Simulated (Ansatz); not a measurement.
# NbTc, space group Cmmm: an equation of state with a fit

Program: the Python package of Ansatz (0.2.0).

Interactive session:
```pycon
>>> import warnings
>>> import ansatz as az
>>> import numpy as np
>>> VECTORS = np.array([
...     [1.59333254, -2.29839108, 0.0],
...     [1.59333254, 2.29839108, 0.0],
...     [0.0, 0.0, 4.41447263],
... ])
>>> SITES = [
...     ("Nb", (0.0, 0.0, 0.0)),
...     ("Tc", (0.5, 0.5, 0.5)),
... ]
>>> def crystal_on(cell):
...     crystal = az.Crystal(lattice=az.Lattice.of(cell))
...     for symbol, position in SITES:
...         crystal = crystal.atom(symbol, position)
...     return crystal
...
>>> warnings.simplefilter("ignore", az.DeckWarning)
>>> # scale the volume, keep shape and fractions
>>> volumes, energies = [], []
>>> for scale in np.linspace(0.94, 1.06, 7):
...     cell = VECTORS * scale ** (1 / 3)
...     calc = (
...         crystal_on(cell).calculation()
...         .functional("r2scan")
...         .basis(750, xc_grid=2)
...         .occupations("gaussian", width=0.02)
...         .eigensolver("davidson", mixed_precision=False)
...         .scf(algorithm="density_mixing")
...         .kpoints(11, 11, 7)
...     )
...     rep = calc.run(threads=1, backend="cpu").report
...     volumes.append(abs(np.linalg.det(cell)) / len(SITES))
...     energies.append(rep["free_energy_ev"] / len(SITES))
...     print(f"V = {volumes[-1]:8.4f} A^3/atom  F = {energies[-1]:.5f} eV/atom")
...
V =  15.1963 A^3/atom  F = -4986.76700 eV/atom
V =  15.5196 A^3/atom  F = -4986.78846 eV/atom
V =  15.8429 A^3/atom  F = -4986.79818 eV/atom
V =  16.1662 A^3/atom  F = -4986.79735 eV/atom
V =  16.4896 A^3/atom  F = -4986.78722 eV/atom
V =  16.8129 A^3/atom  F = -4986.76866 eV/atom
V =  17.1362 A^3/atom  F = -4986.74244 eV/atom
>>> # third-order Birch-Murnaghan: a cubic in V^(-2/3)
>>> x = np.array(volumes) ** (-2 / 3)
>>> poly = np.polynomial.Polynomial.fit(x, energies, 3).convert()
>>> roots = poly.deriv().roots()
>>> x0 = min((r.real for r in roots if abs(r.imag) < 1e-9 and poly.deriv(2)(r.real) > 0), key=lambda r: abs(r - x.mean()))
>>> v0 = x0 ** -1.5
>>> b0 = 4 / 9 * poly.deriv(2)(x0) * v0 ** (-7 / 3) * 160.21766
>>> b1 = 4 + 2 / 3 * x0 * poly.deriv(3)(x0) / poly.deriv(2)(x0)
>>> print(f"V0 = {v0:.4f} A^3/atom, B0 = {b0:.1f} GPa, dB/dP = {b1:.2f}")
V0 = 15.9781 A^3/atom, B0 = 245.2 GPa, dB/dP = 4.41
```

A third-order Birch-Murnaghan fit through the 7 points has its minimum at 15.98 Å³ an atom, 1.2 % below the typed cell, with a bulk modulus of 245 GPa and dB/dP = 4.4. From that minimum the energy rises by 32.1 meV an atom on the compressed side and 56.6 meV on the expanded side.

Notes:
- The settings weren't tested for convergence.
- The run is spin-unpolarised.
- Shape and fractional positions are held along the curve, so the bulk modulus is an upper value where they are free to relax, by a factor of two or more in layered or hydrogen-bonded cells.
- This cell is a computed structure, which may not be the phase found in nature.
- Run time: 4.2 min on 1 thread of Arm Neoverse N1, on a shared host, peak memory 0.47 GiB.
